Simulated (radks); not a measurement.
# He⁺ in 2p1: an all-electron calculation

The task here is to estimate one member of a computed series from the others.

Program: radks (a radial shooting solver on a logarithmic mesh, Libxc functionals) version 1. Level of theory: scalar-relativistic Kohn-Sham, SCAN, spin-polarised, spherical densities, finite nucleus; open shells are filled with parallel spins first. These are calculated values, not measurements, unless marked.

**What is computed**

| Quantity | Value |
| --- | --- |
| element | helium (Z = 2) |
| charge | +1 |
| electrons | 1 |
| configuration | 2p1 |
| nuclear rms radius | 1.6755 fm |

The outer shells:

He⁺
```
2p [↑ ][  ][  ]
```

The first run:

Input:

```text
Z 2
configuration 2p1
relativity scalar-relativistic
functional scan,scan
spin polarised
nucleus finite rms 1.6755 fm
c 137.035999084
```

Steps of the session up to this table: Self-consistent calculation.

One of the session's tables, all rows but one given; the rest of the session is left out.

It belongs to the step «Radial structure». Radial density 4πr²ρ:

```
r (bohr)  4πr²ρ (e/bohr)
  0.0923       6.893e-05
   0.122       0.0001991
   0.162       0.0005645
   0.214        0.001561
   0.283        0.004175
   0.374         0.01069
   0.495         0.02587
   0.655         0.05821
   0.867          0.1192
    1.15          0.2138
    1.52          0.3235
    2.01          0.3857
    2.66          0.3344
    3.51               ?
    4.65         0.06092
    6.15        0.009554
    8.14       0.0006055
```

Estimate the missing values for r (bohr) = 3.51.

Worked estimate for «4πr²ρ (e/bohr)». A straight line through the neighbours (2.66, 0.3344) and (4.65, 0.06092) gives 0.3344 + (0.06092 − 0.3344) × (3.51 − 2.66) / (4.65 − 2.66) = 0.2176; a parabola fitted to 4 rows on both sides gives 0.1901.

**Answer.** 4πr²ρ (e/bohr): 0.1894. In «4πr²ρ (e/bohr)» the line misses by +0.0282 and the parabola by +0.0007.
